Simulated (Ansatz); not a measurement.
# MgI2: the cost of one run

Program: Ansatz 0.2.0. Level of theory: DFT PBE, scalar-relativistic, plane waves, PAW. These are calculated values, not measurements.

## (1) Starting point

It takes space group P-3m1 (No. 164, trigonal). Conventional cell: a = 4.154 Å, b = 4.154 Å, c = 18.000 Å, α = 90.00°, β = 90.00°, γ = 120.00°. Around Mg (site symmetry -3m) lie 6 I at 2.92 Å. Around I (site symmetry 3m) lie 3 Mg at 2.92 Å.

Coordinates:

```
Mg I
1.0
     4.15370    0.00000    0.00000
    -2.07685    3.59721    0.00000
     0.00000    0.00000   18.00000
Mg I
1 2
Direct
  0.00000 0.00000 0.50000
  0.33333 0.66667 0.40760
  0.66667 0.33333 0.59240
```

A structure generator made this guess: species swapped into a sheet modelled on a layer of MgI2. Its size is a rough estimate.

Only a and b are periodic; c spans vacuum, so the box's volume, pressure and space group aren't properties of the sheet.

## (2) The guess as it stands, on a coarse mesh

input.yaml reads:

```yaml
crystal:
  lattice:
    - [4.1537, 0.0, 0.0]
    - [-2.07685, 3.59721, 0.0]
    - [0.0, 0.0, 18.0]
  atoms:
    - { symbol: Mg, position: [0.0, 0.0, 0.5] }
    - { symbol: I, position: [0.33333333, 0.66666667, 0.40760317] }
    - { symbol: I, position: [0.66666667, 0.33333333, 0.59239683] }
  periodic: [true, true, false]
basis:
  ecutwfc: 420
kpoints:
  mp_grid: { grid: [6, 6, 1] }
hamiltonian:
  xc: pbe
scf:
  occupations: { method: gaussian, width: 0.1 }
  lower_state_search: "off"
output:
  forces: true
  stress: true
  eigenvalues: true
```

The run is started by

```console
$ ansatz run input.yaml --threads 1 --pin off --max-ram 2560MiB --backend cpu --events-out ev --progress --plain --runs-dir out
```

Q: Estimate wall time and peak memory on 1 thread of Arm Neoverse V2, shared host.

About 5 s, with a peak of 0.54 GiB.
